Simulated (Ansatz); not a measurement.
**C2H3BF2O: molecular dynamics**

Purpose: to follow the molecule's vibrations and see whether its bonds hold. The start is relaxed first. Runs: 502 steps of 1 fs under a Langevin thermostat, set from 300 K to 600 K by a schedule. SMILES of the start: O=CC(F)BF.

Program: Ansatz 0.2.0. Level of theory: RKS LDA/STO-3G. These are calculated values, not measurements.

### 1 The system as given

Bond lengths: O1–C2 1.220 Å, C2–C3 1.527 Å, C3–F4 1.363 Å, C3–B5 1.557 Å, B5–F6 1.464 Å, C2–H7 1.091 Å, C3–H8 1.147 Å, B5–H9 1.196 Å. Angles: O1–C2–C3 123.5°, O1–C2–H7 115.2°, C3–C2–H7 121.2°, C2–C3–F4 106.5°, C2–C3–B5 110.5°, C2–C3–H8 106.1°, F4–C3–B5 113.4°, F4–C3–H8 107.6°, B5–C3–H8 112.3°, C3–B5–F6 120.1°, C3–B5–H9 121.3°, F6–B5–H9 118.5°.

As a file:

```xyz
9

O     1.5750    0.4099    1.3389
C     1.1167   -0.3909    0.5413
C     0.1378   -0.0098   -0.5668
F     0.1136   -1.0566   -1.4393
B    -1.2587    0.3287    0.0315
F    -1.8320    1.6640   -0.1492
H     1.4891   -1.4117    0.6411
H     0.6062    0.8844   -1.1105
H    -1.8593   -0.4643    0.6960
```

### 2 Preparing the start

Input file input.yaml:

```yaml
crystal:
  periodic: [false, false, false]
  atoms:
    - { symbol: O, position_ang: [1.575, 0.4099, 1.3389] }
    - { symbol: C, position_ang: [1.1167, -0.3909, 0.5413] }
    - { symbol: C, position_ang: [0.1378, -0.0098, -0.5668] }
    - { symbol: F, position_ang: [0.1136, -1.0566, -1.4393] }
    - { symbol: B, position_ang: [-1.2587, 0.3287, 0.0315] }
    - { symbol: F, position_ang: [-1.832, 1.664, -0.1492] }
    - { symbol: H, position_ang: [1.4891, -1.4117, 0.6411] }
    - { symbol: H, position_ang: [0.6062, 0.8844, -1.1105] }
    - { symbol: H, position_ang: [-1.8593, -0.4643, 0.696] }
basis:
  gaussian: { orbitals: STO-3G }
hamiltonian:
  xc: lda
relax:
  f_tol: 0.02
  max_steps: 40
scf:
  lower_state_search: "off"
```

The run is started by

```
$ ansatz run input.yaml --threads 1 --pin off --max-ram 2048MiB --backend cpu --events-out ev --progress --plain --runs-dir out
```

Further steps of the session: The run.

**Question.** What will these runs give? Wanted: relaxation of the start; temperature, first and last step; temperature, second half; potential energy, second half; bonds formed or broken; pieces by a distance rule, start and end.

As calculated:

```
                                quantity                          value
                 relaxation of the start       16 moves, 1.007 eV lower
                                  length              502 steps of 1 fs
        temperature, first and last step                  267 and 394 K
                temperature, second half  mean 412 K, from 202 to 691 K
           potential energy, second half     +5 meV/atom from the start
                  bonds formed or broken                              1
pieces by a distance rule, start and end            C2H3BF2O → C2H3BF2O
```

**Reading.** Under a schedule from 300 to 600 K over 502 fs, the atoms average 448 K over the last tenth of the run. Such a rate, of order 10^15 K/s, is far beyond any furnace or quench, and the atoms lag the set-point. The bonding pattern changes, first at 391.0 fs: F4–B5 forms. A run of 502 fs with 9 atoms shows the motion but fixes no equilibrium value. The nuclei move classically, without zero-point motion, which matters most for hydrogen. In so small a basis the energies are only a sketch.
